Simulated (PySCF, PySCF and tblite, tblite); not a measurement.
# C₅H₁₀N₂: a path driven as rotation about a bond, and NMR exchange, part 2 of 2

PySCF and tblite. Atoms count from 0. The steps go on from the part before.

## (9) Barriers, rates and exchange

What the job is given:

```
{"job": {"smiles": "CC(=N)C=C(C)N", "charge": 0, "mult": 1, "motion": "rotation", "what": "diene or enone", "atoms": [1, 3], "drives": [{"terms": [["t", [0, 1, 3, 4], 0.25], ["t", [0, 1, 3, 11], 0.25], ["t", [2, 1, 3, 4], 0.25], ["t", [2, 1, 3, 11], 0.25]], "by": 180, "n": 12}], "study": "path", "level": {"kind": "nmr", "xc": "PBE0", "basis": "pcSseg-1"}, "fields": [80, 200, 300], "first": 0, "seed": 291, "kind": "path"}, "charge": 0, "multiplicity": 1}
C     -2.532833    -0.516057    -0.317707
C     -1.250327     0.268600    -0.175761
N     -1.200508     1.550818    -0.166492
C     -0.059653    -0.516497    -0.039926
C      1.184083     0.012735     0.131548
C      2.399325    -0.846694     0.310227
N      1.374198     1.343167     0.127707
H     -2.674441    -1.158285     0.550466
H     -2.483679    -1.150124    -1.201773
H     -3.391600     0.147890    -0.408529
H     -2.105263     2.006704    -0.256173
H     -0.174031    -1.588146    -0.061844
H      3.132740    -0.622828    -0.463690
H      2.859799    -0.647690     1.277874
H      2.143908    -1.900306     0.256325
H      0.509444     1.886479     0.056443
H      2.261839     1.742266     0.371396
```

Log:

```text
stationary points (kcal/mol above the start)
  n  kind          group   xTB      DFT    lowest mode
  0  minimum      C1       0.00     0.00      69.5
  1  saddle       C1      13.21    17.14     -86.1
  2  minimum      C1       8.52    11.38      47.9

GFN2-xTB energies: T/K, barrier G, reaction G (kcal/mol), k forward, k back (1/s)
 150.00    13.28     9.40    1.4e-07   6.99e+06
 200.00    13.35     9.47     0.0107   2.35e+08
 250.00    13.43     9.53       9.41   2.01e+09
 298.15    13.51     9.58        774   8.19e+09
 350.00    13.60     9.64   2.35e+04   2.45e+10
 400.00    13.69     9.69   2.76e+05   5.42e+10
 500.00    13.88     9.77   8.97e+06   1.68e+11

PBE0/pcSseg-1 + D3(BJ) energies: T/K, barrier G, reaction G (kcal/mol), k forward, k back (1/s)
 150.00    17.21    12.26   2.61e-13   1.93e+05
 200.00    17.29    12.33   5.36e-07   1.59e+07
 250.00    17.37    12.39    0.00343   2.33e+08
 298.15    17.45    12.45       1.01   1.34e+09
 350.00    17.53    12.50         82   5.25e+09
 400.00    17.62    12.55   1.96e+03   1.41e+10
 500.00    17.81    12.64   1.71e+05   5.71e+10
```

Run time: 70 s. Hardware: 1 thread of Arm Neoverse V1, shared host; peak memory 0.78 GiB. This counts the whole study up to here.

Barriers by level (kcal/mol; entropies in cal/(mol K)). Zero-point and thermal terms come from xTB in every row. ΔG‡ leaves symmetry out; the rate counts one path; effective ΔG‡, where given, is the barrier that would give that rate by Eyring's equation alone:

| level | ΔE‡ | with zero-point | ΔH‡ | ΔS‡ | ΔG‡ (298 K) | ΔE of reaction | k at 298 K (1/s) | effective ΔG‡ |
| --- | --- | --- | --- | --- | --- | --- | --- | --- |
| GFN2-xTB | 13.21 | 13.13 | 12.75 | -2.6 | 13.51 | 8.52 | 7.7e+02 | 13.51 |
| PBE0/pcSseg-1 + D3(BJ) | 17.14 | 17.06 | 16.68 | -2.6 | 17.45 | 11.38 | 1 | 17.45 |

Sites that the driver pairs across this motion, and where their lines would merge (no couplings; faster rotations or exchange between molecules can average them sooner):

| nucleus | sites: shielding (ppm) | proton frequency (MHz) | spread (Hz) | coalescence (K) | lines at 298 K |
| --- | --- | --- | --- | --- | --- |
| $^{1}$H | H15: 19.22; H15 (end): 27.75 | 300 | 2558 | not given | – |
| $^{15}$N | N2: -12.6; N2 (end): -79.6 | 300 | 2038 | not given | – |
| $^{13}$C | C3: 93.8; C3 (end): 77.3 | 300 | 1244 | not given | – |
| $^{15}$N | N6: 151.0; N6 (end): 178.9 | 300 | 847 | not given | – |
| $^{13}$C | C4: 28.1; C4 (end): 37.1 | 300 | 677 | not given | – |
| $^{1}$H | H10: 23.28; H10 (end): 22.00 | 300 | 386 | not given | – |
| $^{1}$H | H16: 27.39; H16 (end): 28.54 | 300 | 343 | not given | – |
| $^{13}$C | C1: 10.7; C1 (end): 14.8 | 300 | 310 | not given | – |

A dash: the driver gave no coalescence for this row (it judged the minor form too scarce).

Rows that set an atom against itself at the end compare its shielding in the two forms.

## (10) Shieldings, start: BHandHLYP/pcSseg-1

What the job is given:

```
{"job": {"kind": "nmr", "xc": "BHandHLYP", "basis": "pcSseg-1", "pop": false}, "charge": 0, "multiplicity": 1}
C     -2.532833    -0.516057    -0.317707
C     -1.250327     0.268600    -0.175761
N     -1.200508     1.550818    -0.166492
C     -0.059653    -0.516497    -0.039926
C      1.184083     0.012735     0.131548
C      2.399325    -0.846694     0.310227
N      1.374198     1.343167     0.127707
H     -2.674441    -1.158285     0.550466
H     -2.483679    -1.150124    -1.201773
H     -3.391600     0.147890    -0.408529
H     -2.105263     2.006704    -0.256173
H     -0.174031    -1.588146    -0.061844
H      3.132740    -0.622828    -0.463690
H      2.859799    -0.647690     1.277874
H      2.143908    -1.900306     0.256325
H      0.509444     1.886479     0.056443
H      2.261839     1.742266     0.371396
```

Log:

```text
coarse grid: 13760 points
cycle   1  E = -305.7183378937  dE =  1.171e+00  |g| = 4.855e-01  |ddm| = 3.662e+00
cycle   2  E = -305.7326607198  dE = -1.432e-02  |g| = 4.721e-01  |ddm| = 9.018e-01
cycle   3  E = -305.7787994424  dE = -4.614e-02  |g| = 8.915e-02  |ddm| = 5.205e-01
cycle   4  E = -305.7803795725  dE = -1.580e-03  |g| = 4.121e-02  |ddm| = 1.019e-01
cycle   5  E = -305.7807795745  dE = -4.000e-04  |g| = 5.751e-03  |ddm| = 4.392e-02
cycle   6  E = -305.7807883438  dE = -8.769e-06  |g| = 2.837e-03  |ddm| = 8.292e-03
final grid: 131744 points
cycle   7  E = -305.8146065608  dE = -2.109e-05  |g| = 4.119e-03  |ddm| = 2.026e-02
cycle   8  E = -305.8146065639  dE = -3.098e-09  |g| = 4.241e-03  |ddm| = 7.509e-03
cycle   9  E = -305.8146108863  dE = -4.322e-06  |g| = 6.360e-04  |ddm| = 3.901e-03
cycle  10  E = -305.8146109806  dE = -9.426e-08  |g| = 2.020e-04  |ddm| = 7.421e-04
cycle  11  E = -305.8146109970  dE = -1.647e-08  |g| = 7.358e-05  |ddm| = 3.842e-04
cycle  12  E = -305.8146109989  dE = -1.909e-09  |g| = 2.984e-05  |ddm| = 1.102e-04
cycle  13  E = -305.8146109993  dE = -3.591e-10  |g| = 8.093e-06  |ddm| = 6.619e-05
converged SCF energy = -305.8146109993

GIAO shielding tensors (ppm)
atom      isotropic    diamagn.    paramagn.     s11        s22        s33       span
  0 C      154.101     248.075     -93.974    120.810    152.429    189.065     68.255
  1 C        4.499     250.771    -246.271   -103.860    -18.760    136.118    239.978
  2 N      -17.088     326.470    -343.559   -274.344     17.915    205.165    479.509
  3 C       94.641     256.630    -161.989      5.801    132.045    146.077    140.276
  4 C       20.935     253.017    -232.082    -81.554      0.688    143.670    225.225
  5 C      163.107     245.752     -82.645    141.574    157.266    190.481     48.906
  6 N      155.229     324.609    -169.379     53.554    200.892    211.241    157.687
  7 H       29.547      29.548      -0.001     25.801     28.876     33.963      8.162
  8 H       29.559      29.432       0.127     25.848     28.809     34.020      8.172
  9 H       30.536      29.478       1.058     26.926     29.394     35.287      8.361
 10 H       23.559      33.475      -9.916     18.954     24.542     27.182      8.228
 11 H       27.464      35.857      -8.393     24.021     26.072     32.299      8.278
 12 H       29.874      28.174       1.700     26.154     27.952     35.514      9.360
 13 H       29.904      28.356       1.548     26.318     27.947     35.447      9.129
 14 H       30.192      29.738       0.454     25.696     29.568     35.313      9.617
 15 H       19.443      32.347     -12.904      6.826     18.711     32.793     25.967
 16 H       27.638      32.374      -4.736     22.855     26.132     33.928     11.073
```

It took 18 s on 1 thread of Arm Neoverse V1, shared host; peak memory 0.78 GiB.

In short: HOMO -6.50 eV, LUMO 1.03 eV; dipole 1.18 D.

## (11) Single-point energy, saddle of leg 1: BHandHLYP/pcSseg-1

What the job is given:

```
{"job": {"kind": "sp", "xc": "BHandHLYP", "basis": "pcSseg-1", "pop": false}, "charge": 0, "multiplicity": 1}
C     -2.247430    -0.145279     0.285384
C     -1.231558     0.256096    -0.760230
N     -1.414020     1.098659    -1.675895
C      0.060856    -0.460951    -0.672698
C      1.089060    -0.069707     0.083158
C      2.368436    -0.846521     0.179548
N      1.097620     1.122599     0.787589
H     -1.815748    -0.065788     1.281995
H     -2.524841    -1.187096     0.129367
H     -3.143475     0.471866     0.227725
H     -2.336509     1.533752    -1.686480
H      0.141536    -1.344705    -1.284918
H      3.205442    -0.218401    -0.120258
H      2.539639    -1.170737     1.206733
H      2.337664    -1.721899    -0.460996
H      0.214655     1.601390     0.856684
H      1.658672     1.146722     1.623293
```

Log:

```text
coarse grid: 13760 points
cycle   1  E = -305.6869009849  dE =  1.107e+00  |g| = 5.073e-01  |ddm| = 3.636e+00
cycle   2  E = -305.7034173217  dE = -1.652e-02  |g| = 4.997e-01  |ddm| = 1.055e+00
cycle   3  E = -305.7538351279  dE = -5.042e-02  |g| = 8.760e-02  |ddm| = 5.393e-01
cycle   4  E = -305.7552910352  dE = -1.456e-03  |g| = 4.346e-02  |ddm| = 9.466e-02
cycle   5  E = -305.7557244505  dE = -4.334e-04  |g| = 8.583e-03  |ddm| = 4.832e-02
cycle   6  E = -305.7557408746  dE = -1.642e-05  |g| = 3.512e-03  |ddm| = 9.891e-03
cycle   7  E = -305.7557440960  dE = -3.221e-06  |g| = 9.205e-04  |ddm| = 3.882e-03
final grid: 131744 points
cycle   8  E = -305.7906164493  dE = -1.872e-05  |g| = 3.588e-03  |ddm| = 1.559e-02
cycle   9  E = -305.7906174638  dE = -1.015e-06  |g| = 3.020e-03  |ddm| = 5.616e-03
cycle  10  E = -305.7906194868  dE = -2.023e-06  |g| = 3.452e-04  |ddm| = 2.384e-03
cycle  11  E = -305.7906195101  dE = -2.325e-08  |g| = 1.659e-04  |ddm| = 4.379e-04
cycle  12  E = -305.7906195168  dE = -6.664e-09  |g| = 2.895e-05  |ddm| = 1.802e-04
cycle  13  E = -305.7906195169  dE = -1.777e-10  |g| = 1.236e-05  |ddm| = 3.212e-05
converged SCF energy = -305.7906195169
```

Wall time 8.5 s (1 thread of Arm Neoverse V1, shared host); peak memory 0.61 GiB.

Key values: HOMO -6.88 eV, LUMO 1.49 eV; dipole 3.33 D.

## (12) Shieldings, end: BHandHLYP/pcSseg-1

What the job is given:

```
{"job": {"kind": "nmr", "xc": "BHandHLYP", "basis": "pcSseg-1", "pop": false}, "charge": 0, "multiplicity": 1}
C     -2.062400     0.475096     0.302624
C     -1.279218    -0.014043    -0.895626
N     -1.800593    -0.197327    -2.042430
C      0.127306    -0.329697    -0.786681
C      1.007923    -0.150829     0.219218
C      2.429961    -0.612024     0.072666
N      0.741439     0.387533     1.454864
H     -1.878397    -0.157778     1.168474
H     -3.129397     0.456780     0.079388
H     -1.792059     1.505742     0.537978
H     -2.794988     0.015407    -2.095524
H      0.505459    -0.780988    -1.691633
H      3.108636     0.241383     0.100061
H      2.691113    -1.277075     0.895118
H      2.575778    -1.139665    -0.863674
H     -0.070832     0.969156     1.555275
H      1.540867     0.672543     1.996167
```

Log:

```text
coarse grid: 13760 points
cycle   1  E = -305.6843321915  dE =  1.143e+00  |g| = 5.310e-01  |ddm| = 3.672e+00
cycle   2  E = -305.6800559271  dE =  4.276e-03  |g| = 6.080e-01  |ddm| = 1.489e+00
cycle   3  E = -305.7609994642  dE = -8.094e-02  |g| = 9.868e-02  |ddm| = 8.680e-01
cycle   4  E = -305.7631689495  dE = -2.169e-03  |g| = 4.173e-02  |ddm| = 1.122e-01
cycle   5  E = -305.7636003614  dE = -4.314e-04  |g| = 5.749e-03  |ddm| = 5.627e-02
cycle   6  E = -305.7636106657  dE = -1.030e-05  |g| = 3.245e-03  |ddm| = 1.021e-02
cycle   7  E = -305.7636133482  dE = -2.682e-06  |g| = 1.254e-03  |ddm| = 4.389e-03
final grid: 131744 points
cycle   8  E = -305.7983536653  dE = -1.947e-05  |g| = 3.688e-03  |ddm| = 1.919e-02
cycle   9  E = -305.7983544493  dE = -7.840e-07  |g| = 3.303e-03  |ddm| = 6.207e-03
cycle  10  E = -305.7983569271  dE = -2.478e-06  |g| = 5.051e-04  |ddm| = 2.736e-03
cycle  11  E = -305.7983569860  dE = -5.899e-08  |g| = 1.628e-04  |ddm| = 6.145e-04
cycle  12  E = -305.7983569929  dE = -6.879e-09  |g| = 2.780e-05  |ddm| = 2.400e-04
cycle  13  E = -305.7983569931  dE = -1.397e-10  |g| = 1.499e-05  |ddm| = 3.871e-05
converged SCF energy = -305.7983569931

GIAO shielding tensors (ppm)
atom      isotropic    diamagn.    paramagn.     s11        s22        s33       span
  0 C      155.705     251.373     -95.667    130.131    155.184    181.801     51.670
  1 C       10.186     250.075    -239.889   -105.671      1.502    134.727    240.398
  2 N      -82.190     316.779    -398.968   -394.993    -31.704    180.128    575.122
  3 C       77.201     254.333    -177.132      1.646    106.314    123.642    121.996
  4 C       32.202     253.666    -221.464    -79.651     32.535    143.723    223.374
  5 C      160.342     245.976     -85.634    135.036    156.283    189.706     54.670
  6 N      183.901     322.908    -139.008    138.162    186.331    227.210     89.047
  7 H       29.425      31.911      -2.487     25.259     30.467     32.548      7.289
  8 H       30.100      30.363      -0.263     26.425     28.852     35.023      8.597
  9 H       29.781      31.725      -1.944     26.361     29.743     33.239      6.878
 10 H       22.376      31.385      -9.009     13.789     25.452     27.887     14.098
 11 H       26.554      34.798      -8.244     22.858     25.937     30.868      8.010
 12 H       29.936      28.753       1.183     26.461     27.922     35.425      8.965
 13 H       29.932      28.687       1.245     26.305     28.224     35.267      8.962
 14 H       29.993      29.672       0.321     25.584     29.084     35.310      9.726
 15 H       28.043      35.789      -7.746     19.706     28.178     36.246     16.541
 16 H       28.803      32.724      -3.922     22.739     27.743     35.926     13.186
```

Run time: 18 s. Hardware: 1 thread of Arm Neoverse V1, shared host; peak memory 0.78 GiB.

In short: HOMO -6.74 eV, LUMO 0.92 eV; dipole 4.13 D.

## (13) Second level: BHandHLYP/pcSseg-1 + D3(BJ)

What the job is given:

```
{"job": {"smiles": "CC(=N)C=C(C)N", "charge": 0, "mult": 1, "motion": "rotation", "what": "diene or enone", "atoms": [1, 3], "drives": [{"terms": [["t", [0, 1, 3, 4], 0.25], ["t", [0, 1, 3, 11], 0.25], ["t", [2, 1, 3, 4], 0.25], ["t", [2, 1, 3, 11], 0.25]], "by": 180, "n": 12}], "study": "path", "level": {"kind": "nmr", "xc": "BHandHLYP", "basis": "pcSseg-1", "wide": true}, "fields": [80, 200, 300], "first": 0, "seed": 291, "kind": "pathvar"}, "charge": 0, "multiplicity": 1}
C     -2.532833    -0.516057    -0.317707
C     -1.250327     0.268600    -0.175761
N     -1.200508     1.550818    -0.166492
C     -0.059653    -0.516497    -0.039926
C      1.184083     0.012735     0.131548
C      2.399325    -0.846694     0.310227
N      1.374198     1.343167     0.127707
H     -2.674441    -1.158285     0.550466
H     -2.483679    -1.150124    -1.201773
H     -3.391600     0.147890    -0.408529
H     -2.105263     2.006704    -0.256173
H     -0.174031    -1.588146    -0.061844
H      3.132740    -0.622828    -0.463690
H      2.859799    -0.647690     1.277874
H      2.143908    -1.900306     0.256325
H      0.509444     1.886479     0.056443
H      2.261839     1.742266     0.371396
```

Log:

```text
stationary points (kcal/mol above the start)
  n  kind          group   xTB      DFT    lowest mode
  0  minimum      C1       0.00     0.00      69.5
  1  saddle       C1      13.21    15.06     -86.1
  2  minimum      C1       8.52    10.13      47.9

GFN2-xTB energies: T/K, barrier G, reaction G (kcal/mol), k forward, k back (1/s)
 150.00    13.28     9.40    1.4e-07   6.99e+06
 200.00    13.35     9.47     0.0107   2.35e+08
 250.00    13.43     9.53       9.41   2.01e+09
 298.15    13.51     9.58        774   8.19e+09
 350.00    13.60     9.64   2.35e+04   2.45e+10
 400.00    13.69     9.69   2.76e+05   5.42e+10
 500.00    13.88     9.77   8.97e+06   1.68e+11

PBE0/pcSseg-1 + D3(BJ) energies: T/K, barrier G, reaction G (kcal/mol), k forward, k back (1/s)
 150.00    17.21    12.26   2.61e-13   1.93e+05
 200.00    17.29    12.33   5.36e-07   1.59e+07
 250.00    17.37    12.39    0.00343   2.33e+08
 298.15    17.45    12.45       1.01   1.34e+09
 350.00    17.53    12.50         82   5.25e+09
 400.00    17.62    12.55   1.96e+03   1.41e+10
 500.00    17.81    12.64   1.71e+05   5.71e+10

BHandHLYP/pcSseg-1 + D3(BJ) energies: T/K, barrier G, reaction G (kcal/mol), k forward, k back (1/s)
 150.00    15.13    11.02   2.79e-10   3.12e+06
 200.00    15.21    11.08     0.0001   1.29e+08
 250.00    15.29    11.14      0.225   1.24e+09
 298.15    15.37    11.20       33.8   5.46e+09
 350.00    15.46    11.25   1.63e+03   1.73e+10
 400.00    15.54    11.30   2.68e+04   4.01e+10
 500.00    15.73    11.39   1.39e+06   1.32e+11
```

Run time: 1.9 min. Hardware: 1 thread of Arm Neoverse V1, shared host; peak memory 0.78 GiB. This counts the runs that the step sums up.

Barriers by level (kcal/mol; entropies in cal/(mol K)). Zero-point and thermal terms come from xTB in every row. ΔG‡ leaves symmetry out; the rate counts one path; effective ΔG‡, where given, is the barrier that would give that rate by Eyring's equation alone:

```csv
level,ΔE‡,with zero-point,ΔH‡,ΔS‡,ΔG‡ (298 K),ΔE of reaction,k at 298 K (1/s),effective ΔG‡
GFN2-xTB,13.21,13.13,12.75,-2.6,13.51,8.52,7.7e+02,13.51
PBE0/pcSseg-1 + D3(BJ),17.14,17.06,16.68,-2.6,17.45,11.38,1,17.45
BHandHLYP/pcSseg-1 + D3(BJ),15.06,14.98,14.60,-2.6,15.37,10.13,34,15.37
```

## (14) Results

What follows sums up all 2 parts.

| quantity | value |
| --- | --- |
| barrier (PBE0/pcSseg-1 + D3(BJ)) | ΔE‡ 17.1, ΔG‡(298 K) 17.4 kcal/mol |
| barrier (GFN2-xTB) | ΔE‡ 13.2 kcal/mol |
| rate at 298 K | 1 s⁻¹ |
| end of the path | 11.4 kcal/mol from the start |

What this shows: The barrier is 17.1 kcal/mol at the DFT level (xTB: 13.2); with thermal terms and the count of paths the DFT value gives a rate of 1 s⁻¹ at 298 K. An error of 1.4 kcal/mol changes that rate tenfold. BHandHLYP/pcSseg-1 + D3(BJ) moves the barrier from 17.1 to 15.1 kcal/mol.
